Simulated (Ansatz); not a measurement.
# SnSe: the cost of one run

Method: DFT LDA, scalar-relativistic, plane waves, PAW, in Ansatz 0.2.0.

## Step 1: Starting point

The structure is tetragonal, space group P4/nmm (No. 129). Conventional cell: a = 4.285 Å, b = 4.285 Å, c = 10.991 Å, α = 90.00°, β = 90.00°, γ = 90.00°. Sn (site symmetry 4mm) is surrounded by 5 Se at 2.68 to 3.03 Å. Around Se (site symmetry 4mm) lie 5 Sn at 2.68 to 3.03 Å.

Structure file:

```cif
data_structure
_symmetry_space_group_name_H-M 'P4/nmm:1'
_symmetry_Int_Tables_number 129
_cell_length_a 4.2853
_cell_length_b 4.2853
_cell_length_c 10.9907
_cell_angle_alpha 90.000
_cell_angle_beta 90.000
_cell_angle_gamma 90.000
_cell_volume 201.83
loop_
_atom_site_label
_atom_site_type_symbol
_atom_site_symmetry_multiplicity
_atom_site_Wyckoff_symbol
_atom_site_fract_x
_atom_site_fract_y
_atom_site_fract_z
_atom_site_occupancy
Sn1 Sn 2 c 0.50000 0.00000 0.37223 1
Se1 Se 2 c 0.50000 0.00000 0.61604 1
```

It goes back to an entry of the Materials Project, which need not be the stable form.

The cell is taken as given, not relaxed at this level.

## Step 2: The reference cell

The reference gives a free energy of -22526.7327 eV, pressure -1.41 GPa, largest force 0.244 eV/Å and gap on the mesh 1.47 eV. It was computed beforehand with the settings of the runs below.

## Step 3: The scan: a sublattice displacement scan

Every Sn atom is moved by x along the Cartesian unit vector (0.000, 0.000, 1.000); the cell and all other atoms stay fixed. Forces below are components along that vector, summed over the moved atoms.

## Step 4: Point x = -0.100 Å

File input.yaml:

```yaml
crystal:
  lattice:
    - [4.2853274191, 0.0, 0.0]
    - [0.0, 4.2853274191, 0.0]
    - [0.0, 0.0, 10.99069213]
  atoms:
    - { symbol: Sn, position: [0.5, 0.0, 0.3631305019] }
    - { symbol: Sn, position: [0.0, 0.5, 0.6186722819] }
    - { symbol: Se, position: [0.5, 0.0, 0.61603949] }
    - { symbol: Se, position: [0.0, 0.5, 0.38396051] }
basis:
  ecutwfc: 420
kpoints:
  mp_grid: { grid: [6, 6, 4] }
hamiltonian:
  xc: lda
scf:
  occupations: { method: gaussian, width: 0.05 }
output:
  forces: true
  stress: true
  eigenvalues: true
```

On the command line:

```sh
$ ansatz run input.yaml --threads 1 --pin off --max-ram 2560MiB --backend cpu --events-out ev --progress --plain --runs-dir out
```

Q: Estimate wall time and peak memory on 1 thread of AMD EPYC (Zen 3), shared host.

About 23 s, with a peak of 0.47 GiB.
